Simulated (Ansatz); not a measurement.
BiTe under changes of volume

One of the cells (33.855 Å³/atom); the others are scaled copies at fixed shape and fractional positions:

```
Bi Te
1.0
     0.00000    3.23500    3.23500
     3.23500    0.00000    3.23500
     3.23500    3.23500    0.00000
Bi Te
1 1
Direct
  0.00000 0.00000 0.00000
  0.50000 0.50000 0.50000
```

```yaml
Program: Ansatz 0.2.0
Functional: r2SCAN
Potentials_or_basis: Ansatz PAW
Cutoff: "500 eV (not typed: the program's choice for these potentials)"
k_mesh: 7 × 7 × 7
Occupations: fermi-dirac, width 0.05 eV
Spin: no spin polarisation
```

```tsv
volume (Å³/atom)	energy over the lowest point (meV/atom)	pressure (GPa)
31.824	22.98	3.7
32.501	10.09	2.4
33.178	?	?
33.855	0.00	0.1
34.532	1.70	-0.9
35.209	7.25	-1.7
35.886	16.25	-2.5
```

Question: What does the run at 33.178 Å³/atom give?

Answer: Energy over the lowest point 2.63 meV/atom; pressure 1.2 GPa.

Worked out: A Birch-Murnaghan fit of order 3 (a polynomial in V^(-2/3)) to the other rows has its minimum at 33.92 Å³/atom with B0 = V·E''(V) = 51 GPa and B' = 4.7. It gives 2.63 meV/atom at 33.178 Å³/atom, against the run's 2.63, and -dE/dV = 1.2 GPa, against 1.2.

Energies are extrapolated to zero smearing.

Caveats: the PAW data sets come from PBE, with cores solved anew for the run's functional, which leaves a small shift of forces and pressure.
